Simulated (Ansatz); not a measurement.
# C2H10BOP: small, medium and large basis sets

The task here is to estimate one member of a computed series from the others.

Computed with Ansatz 0.2.0, Gaussian basis. Level: one geometry, several basis sets.

Levels to be run: PBE0-D4/def2-SVP; ωB97M-V/def2-SVP; PBE0-D4/def2-QZVPP; ωB97M-V/def2-QZVPP; the functionals' def2-TZVPP values are taken from earlier runs.

### The relaxed structure

An earlier PBE0-D4 in a triple-zeta def2 set relaxation fixed the geometry.

15 atoms, charge 0, spin multiplicity 1.

Atoms are counted from 1 here; the program's logs count them from 0.

Bond lengths: C1–B2 1.574 Å, C1–H6 1.097 Å, C1–H7 1.094 Å, C1–H8 1.093 Å, B2–C3 1.569 Å, B2–O4 1.367 Å, C3–H9 1.097 Å, C3–H10 1.094 Å, C3–H11 1.091 Å, O4–H12 0.961 Å, P5–H13 1.420 Å, P5–H14 1.417 Å, P5–H15 1.418 Å. Angles: B2–C1–H6 108.3°, B2–C1–H7 114.5°, B2–C1–H8 112.0°, H6–C1–H7 107.2°, H6–C1–H8 106.1°, H7–C1–H8 108.2°, C1–B2–C3 122.2°, C1–B2–O4 121.0°, C3–B2–O4 116.8°, B2–C3–H9 109.5°, B2–C3–H10 111.4°, B2–C3–H11 113.1°, H9–C3–H10 105.8°, H9–C3–H11 107.8°, H10–C3–H11 108.9°, B2–O4–H12 112.6°, H13–P5–H14 93.7°, H13–P5–H15 93.5° and more.

The first run:

The input, in.yaml:

```yaml
crystal:
  periodic: [false, false, false]
  atoms:
    - {symbol: C, position_ang: [-1.356853, 0.050045, 1.438879]}
    - {symbol: B, position_ang: [-0.382890, -0.740375, 0.488276]}
    - {symbol: C, position_ang: [1.105444, -1.042907, 0.882012]}
    - {symbol: O, position_ang: [-0.803178, -1.195315, -0.729936]}
    - {symbol: P, position_ang: [0.661855, 1.701820, -1.778982]}
    - {symbol: H, position_ang: [-1.087795, 1.112541, 1.402531]}
    - {symbol: H, position_ang: [-2.414678, -0.026118, 1.169164]}
    - {symbol: H, position_ang: [-1.247220, -0.254478, 2.483334]}
    - {symbol: H, position_ang: [1.126257, -1.779275, 1.694364]}
    - {symbol: H, position_ang: [1.603643, -0.151560, 1.275058]}
    - {symbol: H, position_ang: [1.694517, -1.442348, 0.054535]}
    - {symbol: H, position_ang: [-1.727932, -0.997403, -0.899227]}
    - {symbol: H, position_ang: [1.340548, 2.694857, -2.534359]}
    - {symbol: H, position_ang: [1.630395, 0.703251, -2.050367]}
    - {symbol: H, position_ang: [-0.164113, 1.316565, -2.865779]}
basis:
  gaussian: {orbitals: def2-SVP}
hamiltonian: {xc: pbe0, dispersion: d4}
output: {orbitals: {seedname: orbitals}}
```

Command:

```console
$ ansatz run in.yaml --threads 4 --pin off --events-out ev --progress --plain --max-ram 10444MiB
```

Steps of the session up to this table: PBE0-D4 in def2-SVP; ωB97M-V in def2-SVP; PBE0-D4 in def2-QZVPP; ωB97M-V in def2-QZVPP.

One of the session's tables, all rows but one given; the rest of the session is left out.

It belongs to the step «Density functionals: the series». 

```
functional       basis  HOMO (eV)  LUMO (eV)
   PBE0-D4    def2-SVP      -7.66       0.75
   PBE0-D4  def2-TZVPP      -7.77       0.51
   PBE0-D4  def2-QZVPP      -7.79       0.23
   ωB97M-V    def2-SVP          ?          ?
   ωB97M-V  def2-TZVPP     -10.00       1.94
   ωB97M-V  def2-QZVPP     -10.01       1.33
```

Q: Estimate the row for ωB97M-V, def2-SVP from the others.

As computed: HOMO (eV): -9.86; LUMO (eV): 2.75. In the column «HOMO (eV)» it lies between ωB97M-V, def2-TZVPP (-10.00) and PBE0-D4, def2-QZVPP (-7.79).
